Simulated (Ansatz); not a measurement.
# KV: the cost of one run

Method: DFT PBE, scalar-relativistic, plane waves, PAW, in Ansatz 0.2.0.

## Step 1: Starting point

It takes space group Fd-3m (No. 227, cubic). Conventional cell: a = 7.525 Å, b = 7.525 Å, c = 7.525 Å, α = 90.00°, β = 90.00°, γ = 90.00°. Around K (site symmetry -43m) lie 4 K at 3.26 Å and 4 V at 3.26 Å. Around V (site symmetry -43m) lie 4 K at 3.26 Å and 4 V at 3.26 Å.

Structure file:

```
K V
1.0
     0.00000    3.76236    3.76236
     3.76236    0.00000    3.76236
     3.76236    3.76236    0.00000
K V
2 2
Direct
  0.50000 0.50000 0.50000
  0.75000 0.75000 0.75000
  0.00000 0.00000 0.00000
  0.25000 0.25000 0.25000
```

(A quick probe on a coarse mesh, which set the mesh and smearing, is not shown.)

## Step 3: A loose first relaxation

input.yaml reads:

```yaml
crystal:
  lattice:
    - [0.0, 3.7623649887, 3.7623649887]
    - [3.7623649887, 0.0, 3.7623649887]
    - [3.7623649887, 3.7623649887, 0.0]
  atoms:
    - { symbol: K, position: [0.5, 0.5, 0.5], spin: 0.15 }
    - { symbol: K, position: [0.75, 0.75, 0.75], spin: 0.15 }
    - { symbol: V, position: [0.0, 0.0, 0.0], spin: 3.66 }
    - { symbol: V, position: [0.25, 0.25, 0.25], spin: 3.66 }
basis:
  ecutwfc: 420
kpoints:
  mp_grid: { grid: [4, 4, 4] }
hamiltonian:
  xc: pbe
scf:
  occupations: { method: gaussian, width: 0.1 }
  lower_state_search: "off"
output:
  forces: true
  stress: true
  eigenvalues: true
  populations: true
magnetization:
  spin_polarized: true
relax:
  adjacent_minimum: "off"
  f_tol: 0.04
  max_steps: 70
  cell: { stress_tol: 0.4 }
```

Launch:

```sh
ansatz run input.yaml --threads 1 --pin off --max-ram 2560MiB --backend cpu --events-out ev --progress --plain --runs-dir out
```

**Question.** How long does this run take on 1 thread of Arm Neoverse V2, shared host, and how much memory does it need?

About 14 s, with a peak of 0.39 GiB.
